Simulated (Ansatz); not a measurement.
# BH₆O₃P: up Jacob's ladder to CCSD(T)

The task here is to estimate one member of a computed series from the others.

Computed with Ansatz 0.2.0, Gaussian basis. Level: functionals in def2-TZVPP, the program's frozen cores in correlated methods.

Plan: LDA (SPW92), PBE-D4, revPBE-D4, BLYP-D4, r2SCAN-D4, B97M-V, PBE0-D4, B3LYP-D4, r2SCANh-D4, r2SCAN0-D4, HSE06-D4, BHLYP-D4, CAM-B3LYP-D4, LC-ωPBE, ωB97X-V, ωB97M-V, B2PLYP, PBE-QIDH; CCSD(T)/def2-SVP; CCSD(T)/def2-TZVPP; MP2/def2-QZVPP; extrapolation to the limit; RPA on PBE.

## The geometry

An earlier PBE0-D4 in a triple-zeta def2 set relaxation fixed the geometry.

11 atoms, charge 0, spin multiplicity 1.

Atoms are counted from 1 here; the program's logs count them from 0.

Bond lengths: O1–B2 1.368 Å, O1–H6 0.959 Å, B2–O3 1.362 Å, B2–O4 1.374 Å, O3–H7 0.959 Å, O4–H8 0.962 Å, P5–H9 1.416 Å, P5–H10 1.415 Å, P5–H11 1.415 Å. Angles: B2–O1–H6 112.9°, O1–B2–O3 116.8°, O1–B2–O4 124.3°, O3–B2–O4 118.9°, B2–O3–H7 111.3°, B2–O4–H8 113.3°, H9–P5–H10 94.8°, H9–P5–H11 94.8°, H10–P5–H11 95.1°.

The first run:

File in.yaml:

```yaml
crystal:
  periodic: [false, false, false]
  atoms:
    - {symbol: O, position_ang: [-0.434726, 0.078790, 1.751785]}
    - {symbol: B, position_ang: [0.201035, -1.096049, 1.456302]}
    - {symbol: O, position_ang: [0.398176, -1.964171, 2.487327]}
    - {symbol: O, position_ang: [0.643492, -1.442588, 0.202178]}
    - {symbol: P, position_ang: [-0.291095, 1.426479, -1.754206]}
    - {symbol: H, position_ang: [-0.544151, 0.646341, 0.986181]}
    - {symbol: H, position_ang: [0.848974, -2.757852, 2.192932]}
    - {symbol: H, position_ang: [0.463529, -0.771740, -0.464065]}
    - {symbol: H, position_ang: [-0.861202, 2.687674, -1.453809]}
    - {symbol: H, position_ang: [0.773929, 1.958430, -2.519493]}
    - {symbol: H, position_ang: [-1.132561, 1.177885, -2.864533]}
basis:
  gaussian: {orbitals: def2-TZVPP}
hamiltonian: {xc: lda}
output: {orbitals: {seedname: orbitals}}
```

On the command line:

```
ansatz run in.yaml --threads 4 --pin off --events-out ev --progress --plain --max-ram 10444MiB
```

Steps of the session up to this table: LDA; PBE-D4 (GGA); revPBE-D4 (GGA); BLYP-D4 (GGA); r2SCAN-D4 (meta-GGA); B97M-V (meta-GGA); PBE0-D4 (hybrid); B3LYP-D4 (hybrid); r2SCANh-D4 (hybrid); r2SCAN0-D4 (hybrid); HSE06-D4 (hybrid); BHLYP-D4 (hybrid); CAM-B3LYP-D4 (range-separated); LC-ωPBE (range-separated); ωB97X-V (range-separated); ωB97M-V (range-separated); B2PLYP (double hybrid); PBE-QIDH (double hybrid).

One table of the session follows, with a row left open; its other results are not shown here.

| functional | HOMO (eV) | gap (eV) |
| --- | --- | --- |
| LDA (SPW92) | -7.34 | 6.03 |
| PBE-D4 | -7.15 | 6.01 |
| revPBE-D4 | -7.08 | 6.03 |
| BLYP-D4 | -7.06 | 6.03 |
| r2SCAN-D4 | -7.55 | 6.73 |
| B97M-V | -7.65 | 6.69 |
| PBE0-D4 | ? | ? |
| B3LYP-D4 | -8.53 | 8.05 |
| r2SCANh-D4 | -8.21 | 7.71 |
| r2SCAN0-D4 | -8.92 | 8.88 |
| HSE06-D4 | -8.35 | 7.74 |
| BHLYP-D4 | -9.82 | 10.51 |
| CAM-B3LYP-D4 | -10.09 | 10.91 |
| LC-ωPBE | -11.46 | 13.50 |
| ωB97X-V | -11.09 | 12.99 |
| ωB97M-V | -10.93 | 12.58 |

**Question.** Estimate the row for PBE0-D4.

As computed: HOMO (eV): -8.75; gap (eV): 8.53. In the column «HOMO (eV)» it lies between r2SCAN0-D4 (-8.92) and B3LYP-D4 (-8.53).
